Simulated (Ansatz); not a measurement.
**AsH− (doublet): the correlation ladder at distance As1–H2 = 1.414 Å, aug-cc-pVDZ**

How much of the correlation energy of AsH− (doublet) does each wave-function method recover here?

The runs use Ansatz 0.2.0, Gaussian basis; aug-cc-pVDZ, core rule «outside noble gas», up to 14 orbitals frozen.

To be run: UHF; CCSD(T) on ROHF; CCSD(T) on UHF; BCCD(T) on ROHF; CISD as a restricted active space (open shells left free, so some higher excitations enter); CCSDT(Q) on ROHF; CCSDT(Q) on UHF; CCSDTQ on ROHF; CCSDTQ on UHF; CASSCF and MRCISD+Q, 3 electrons in 3 orbitals; CASSCF and NEVPT2, 3 electrons in 3 orbitals; CASSCF and MRCISD+Q, 7 electrons in 5 orbitals; CASSCF and NEVPT2, 7 electrons in 5 orbitals; Full CI.

1 further run of the same task is left out (for a known fault of the program). Runs told in other sessions of the task aren't counted.

## 1. The geometry

The geometry derives from a PBE0/def2-TZVPD stationary point (not a proven minimum). One bond is set to the value named and the two fragments are kept rigid. No spin-orbit coupling is included. The filled d shell of As may be among the frozen orbitals whatever the setting's name suggests.

2 atoms, charge -1, spin multiplicity 2.

Atoms are counted from 1 here; the program's logs count them from 0.

Bond lengths: As1–H2 1.414 Å.

Coordinates:

| atom | x (Å) | y (Å) | z (Å) |
| --- | --- | --- | --- |
| As1 | 0.00000 | 0.00000 | 0.00000 |
| H2 | 0.00000 | 0.00000 | 1.41400 |

## 2. UHF

Contents of in.yaml:

```yaml
crystal:
  periodic: [false, false, false]
  atoms:
    - {symbol: As, position_ang: [0.000000, 0.000000, 0.000000]}
    - {symbol: H, position_ang: [0.000000, 0.000000, 1.414000]}
basis:
  gaussian: {orbitals: aug-cc-pVDZ}
total_charge: -1
magnetization: {spin_polarized: true, initial_magnetization: 1}
hamiltonian: {xc: hf}
output: {orbitals: {seedname: orbitals}}
```

Launch:

```console
$ ansatz run in.yaml --threads 1 --pin off --events-out ev --progress --plain --max-ram 4096MiB --backend cpu
```

After this run come: CCSD(T) on ROHF; CCSD(T) on UHF; BCCD(T) on ROHF; CISD as a restricted active space (open shells left free, so some higher excitations enter); CCSDT(Q) on ROHF; CCSDT(Q) on UHF; CCSDTQ on ROHF; CCSDTQ on UHF; CASSCF and MRCISD+Q, 3 electrons in 3 orbitals; CASSCF and NEVPT2, 3 electrons in 3 orbitals; CASSCF and MRCISD+Q, 7 electrons in 5 orbitals; CASSCF and NEVPT2, 7 electrons in 5 orbitals; Full CI.

**Question.** What will the summary of the whole plan be? Wanted: FCI from the RHF energy; RMP2 from FCI; UMP2 from FCI; RCCSD from FCI; RCCSD(T) from FCI; UCCSD(T) from FCI; RCCSDT(Q) from FCI; UCCSDT(Q) from FCI; MRCISD+Q pair from FCI.

The runs gave:

```
                         quantity                                                                                                                 value
          FCI from the ROHF energy                                                                                                            -3.6383 eV
                    RMP2 from FCI                                                                                                       +15.51 kcal/mol
                    UMP2 from FCI                                                                                                       +15.79 kcal/mol
                   RCCSD from FCI                                                                                                        +3.15 kcal/mol
                RCCSD(T) from FCI                                                                                                        +0.60 kcal/mol
                UCCSD(T) from FCI                                                                                                        +0.56 kcal/mol
               RCCSDT(Q) from FCI                                                                                                        +0.02 kcal/mol
               UCCSDT(Q) from FCI                                                                                                        -0.04 kcal/mol
           MRCISD+Q pair from FCI                                                                                                        +0.25 kcal/mol
          NEVPT2 valence from FCI                                                                                                       +20.84 kcal/mol
        MRCISD+Q valence from FCI                                                                                                        +0.29 kcal/mol
levels within 1 kcal/mol (43 meV)  RCCSD(T), UCCSD(T), BCCD(T), RCCSDT, UCCSDT, RCCSDT(Q), UCCSDT(Q), RCCSDTQ, UCCSDTQ, MRCISD+Q pair, MRCISD+Q valence
                    T1 diagnostic                                                                                                                 0.019
   effectively unpaired electrons                                                                                                                  1.06
```

In words: RCCSD(T) lands +0.60 kcal/mol from the yardstick (0.7 % of the correlation energy). UCCSDTQ falls below full CI: unrestricted runs freeze a spin-polarised core, another one than full CI's, and coupled cluster isn't variational. One determinant dominates. Of the multireference levels listed MRCISD+Q pair comes nearest in total energy (+0.25 kcal/mol), which doesn't show that its space is the better one. These misses are within one basis, not against nature; the frozen cores of restricted and unrestricted runs differ, which can shift their rows.

Levels on UHF freeze UHF's core orbitals, full CI those of ROHF, so the U rows can settle a little off it for that reason alone.

With open shells the CI space here admits some higher excitations, so it is larger than plain CISD.
